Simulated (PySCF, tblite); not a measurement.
# C4H6BF3N2: geometry, infrared bands and NMR shifts

Wanted: the infrared bands and NMR shifts of C4H6BF3N2 (`C#CB(N)NCC(F)(F)F`), by calculation.

Programs: tblite 0.8.0 and PySCF 2.14.0, with density-fitted response routines of our own. Each step states its level of theory. These are calculated values for one molecule in the gas phase, unless marked as measured. Atoms count from 0, in the outputs and in this text.

### Step 1. The starting structure

16 atoms, charge 0, multiplicity 1; geometry from: force field or distance geometry start.

Bonds of the start (Å): C0–C1 1.21, C1–B2 1.54, B2–N3 1.51, B2–N4 1.54, N4–C5 1.46, C5–C6 1.52, C6–F7 1.38, C6–F8 1.38, C6–F9 1.39, C0–H10 1.05, N3–H11 1.05, N3–H12 1.06, N4–H13 1.05, C5–H14 1.11, C5–H15 1.12.

### Step 2. Optimising the geometry with GFN2-xTB

The job: settings as JSON, then the geometry in Å.

```
{"job": {"kind": "relax", "xc": "GFN2-xTB", "basis": "xTB"}, "charge": 0, "multiplicity": 1}
C      3.001000     1.482200    -1.144600
C      2.215000     0.711900    -0.652600
B      1.245500    -0.284900    -0.002000
N      1.771500    -1.439900     0.807800
N     -0.261800    -0.154600    -0.297500
C     -1.025000     0.093400     0.923100
C     -2.471000     0.435100     0.587600
F     -2.514300     1.547700    -0.227400
F     -3.069900    -0.639700    -0.046700
F     -3.166600     0.704000     1.762200
H      3.667800     2.166100    -1.585300
H      1.408100    -2.329700     0.384000
H      1.354400    -1.377900     1.783100
H     -0.567600    -1.064800    -0.717000
H     -1.005900    -0.796300     1.585000
H     -0.588700     0.956400     1.496500
```

On the command line:

```console
$ OMP_NUM_THREADS=1 python probes_run.py task.json out
```

This one command runs all jobs of the session in turn.

**Question.** This job is followed by: GFN2-xTB harmonic vibrations, gas phase; GIAO PBE0/pcSseg-1 NMR shielding, non-relativistic, gas phase. Predict these results of the whole session: strongest single infrared mode (GFN2-xTB); zero-point energy (GFN2-xTB); 13C shifts against TMS (PBE0/pcSseg-1); 1H shifts against TMS (PBE0/pcSseg-1, means over atoms taken as alike); 11B shifts against BF3·OEt2 (PBE0/pcSseg-1); 15N shifts against NH3 (PBE0/pcSseg-1); 19F shifts against CFCl3 (PBE0/pcSseg-1, means over atoms taken as alike).

The runs gave:

| quantity | value |
| --- | --- |
| strongest single infrared mode (GFN2-xTB) | 1057 cm⁻¹, 307 km/mol |
| zero-point energy (GFN2-xTB) | 66.6 kcal/mol |
| 13C shifts against TMS (PBE0/pcSseg-1) | 134.7, 95.5, 92.0, 49.5 ppm |
| 1H shifts against TMS (PBE0/pcSseg-1, means over atoms taken as alike) | 3.43, 3.03, 2.85, 1.85 ppm |
| 11B shifts against BF3·OEt2 (PBE0/pcSseg-1) | 17.9 ppm |
| 15N shifts against NH3 (PBE0/pcSseg-1) | 76.2, 73.9 ppm |
| 19F shifts against CFCl3 (PBE0/pcSseg-1, means over atoms taken as alike) | -90.6 ppm |

In words: Relaxing lowered the energy by 2.084 eV in 188 steps; the close pair that moved most is B2–N4, from 1.542 to 1.421 Å. All 42 modes are real, so the xTB geometry is a minimum. The strongest single mode, at 1057 cm⁻¹, moves mainly C6. Unscaled tight-binding wavenumbers are off by several per cent, some by more. Its intensities can rank the bands wrongly. At PBE0/pcSseg-1: Shielding is most anisotropic at C1 (span 305 ppm, paramagnetic term -161 ppm).
